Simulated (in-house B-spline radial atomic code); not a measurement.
**Ho⁺: excited configurations**

How much energy does it take to promote electrons of Ho⁺ to other shells? Each configuration is solved by itself and compared with the reference.

The numbers are computed with in-house B-spline radial atomic code version 1 (scalar-relativistic (spin-free one-electron X2C) Hartree-Fock, spin-polarised, average of configuration, Fermi nucleus, basis-set limit), except any that are marked as measured or tabulated.

## (1) The system

* element: holmium (Z = 67)
* charge: +1
* electrons: 66
* configuration: [Xe] 4f11 6s1
* Hamiltonian: scalar-relativistic (X2C)
* nucleus: Fermi, rms radius 5.202 fm

The outer shells:

[Xe] 4f11 6s1
```
[Xe] core
4f [↑↓][↑↓][↑↓][↑↓][↑ ][↑ ][↑ ]
6s [↑ ]
```

Where spins are not typed, each open shell is filled with up spins first.

Input settings:

```ini
Z = 67
electrons = 66.0
configuration = [Xe] 4f11 6s1
hamiltonian = x2c
method = hf
spin_polarised = True
nucleus = fermi
rms_radius = 5.2022
mass_number = 165
atomic_mass = 164.930329116
speed_of_light = 137.035999084
```

From the earlier run of the reference: total energy -12611.149165 hartree. Levels, eight at most:

| orbital | occupation | energy (eV) | <r> (bohr) |
| --- | --- | --- | --- |
| 4d down | 5 | -185.75 | 0.5993 |
| 5s up | 1 | -68.684 | 1.296 |
| 5s down | 1 | -66.548 | 1.312 |
| 5p up | 3 | -39.256 | 1.528 |
| 5p down | 3 | -37.759 | 1.541 |
| 4f up | 7 | -21.408 | 0.7985 |
| 4f down | 4 | -17.119 | 0.8328 |
| 6s up | 1 | -10.967 | 3.884 |

## (2) Run with 1s2 2s2 2p6 3s2 3p6 3d10 4s2 4p6 4d4,5 4f7,4 5s2 5p6 6s1,0 7d1,0

In configurations, two counts after a shell (as in p1,2) give the electrons with spin up and with spin down.

Input settings:

```ini
Z = 67
electrons = 66.0
configuration = 1s2 2s2 2p6 3s2 3p6 3d10 4s2 4p6 4d4,5 4f7,4 5s2 5p6 6s1,0 7d1,0
hamiltonian = x2c
method = hf
spin_polarised = True
nucleus = fermi
rms_radius = 5.2022
mass_number = 165
atomic_mass = 164.930329116
speed_of_light = 137.035999084
```

## (3) Configuration 1s2 2s2 2p6 3s2 3p6 3d10 4s2 4p6 4d4,5 4f5,7 5s2 5p6 6s1,0

Settings: those of step 2 with these lines changed.

```diff
@@ -2,3 +2,3 @@
 electrons = 66.0
-configuration = 1s2 2s2 2p6 3s2 3p6 3d10 4s2 4p6 4d4,5 4f7,4 5s2 5p6 6s1,0 7d1,0
+configuration = 1s2 2s2 2p6 3s2 3p6 3d10 4s2 4p6 4d4,5 4f5,7 5s2 5p6 6s1,0
 hamiltonian = x2c
```

## (4) Run with 1s2 2s2 2p6 3s2 3p6 3d10 4s2 4p6 4d10 4f5,6 5s2 5p6 6s0,1

Settings: those of step 3 with these lines changed.

```diff
@@ -2,3 +2,3 @@
 electrons = 66.0
-configuration = 1s2 2s2 2p6 3s2 3p6 3d10 4s2 4p6 4d4,5 4f5,7 5s2 5p6 6s1,0
+configuration = 1s2 2s2 2p6 3s2 3p6 3d10 4s2 4p6 4d10 4f5,6 5s2 5p6 6s0,1
 hamiltonian = x2c
```

## (5) 1s2 2s2 2p6 3s2 3p6 3d10 4s2 4p6 4d10 4f7,4 5s2 5p6 6s0,1

Settings: those of step 4 with these lines changed.

```diff
@@ -2,3 +2,3 @@
 electrons = 66.0
-configuration = 1s2 2s2 2p6 3s2 3p6 3d10 4s2 4p6 4d10 4f5,6 5s2 5p6 6s0,1
+configuration = 1s2 2s2 2p6 3s2 3p6 3d10 4s2 4p6 4d10 4f7,4 5s2 5p6 6s0,1
 hamiltonian = x2c
```

## (6) Run with 1s2 2s2 2p6 3s2 3p6 3d10 4s2 4p6 4d10 4f4,7 5s2 5p6 6s1,0

Settings: those of step 5 with these lines changed.

```diff
@@ -2,3 +2,3 @@
 electrons = 66.0
-configuration = 1s2 2s2 2p6 3s2 3p6 3d10 4s2 4p6 4d10 4f7,4 5s2 5p6 6s0,1
+configuration = 1s2 2s2 2p6 3s2 3p6 3d10 4s2 4p6 4d10 4f4,7 5s2 5p6 6s1,0
 hamiltonian = x2c
```

**Question.** How far above the reference does each configuration lie (order and size, in eV)?

The runs gave:

| net move | configuration | 2|M_S|+1 | energy above the reference (eV) | largest <r> (bohr) |
| --- | --- | --- | --- | --- |
| same shells, spins typed | 1s2 2s2 2p6 3s2 3p6 3d10 4s2 4p6 4d10 4f7,4 5s2 5p6 6s0,1 | 3 | 0.0640 | 3.91 |
| same shells, spins typed | 1s2 2s2 2p6 3s2 3p6 3d10 4s2 4p6 4d10 4f4,7 5s2 5p6 6s1,0 | 3 | 0.0640 | 3.91 |
| same shells, spins typed | 1s2 2s2 2p6 3s2 3p6 3d10 4s2 4p6 4d10 4f5,6 5s2 5p6 6s0,1 | 3 | 2.531 | 3.89 |
| 4d → 4f, spins typed | 1s2 2s2 2p6 3s2 3p6 3d10 4s2 4p6 4d4,5 4f5,7 5s2 5p6 6s1,0 | 3 | 165.35 | 3.90 |
| 4d → 7d, spins typed | 1s2 2s2 2p6 3s2 3p6 3d10 4s2 4p6 4d4,5 4f7,4 5s2 5p6 6s1,0 7d1,0 | 5 | 181.27 | 13.4 |

**Reading.** The lowest of them is same shells, spins typed at 0.0640 eV and the highest 4d → 7d, spins typed at 181.27 eV. 2 of them lie more than 2 % above the ionisation threshold that Koopmans' theorem gives (10.967 eV), where such states can decay by emitting an electron. Two partly filled shells share a symmetry and can mix in the average, which may lower the energy, for: 4d → 7d, spins typed. The reference has 2|M_S|+1 = 5; 4 of the configurations differ from it in spin. These are spherical averages at the typed spins, without correlation, not spectroscopic levels.
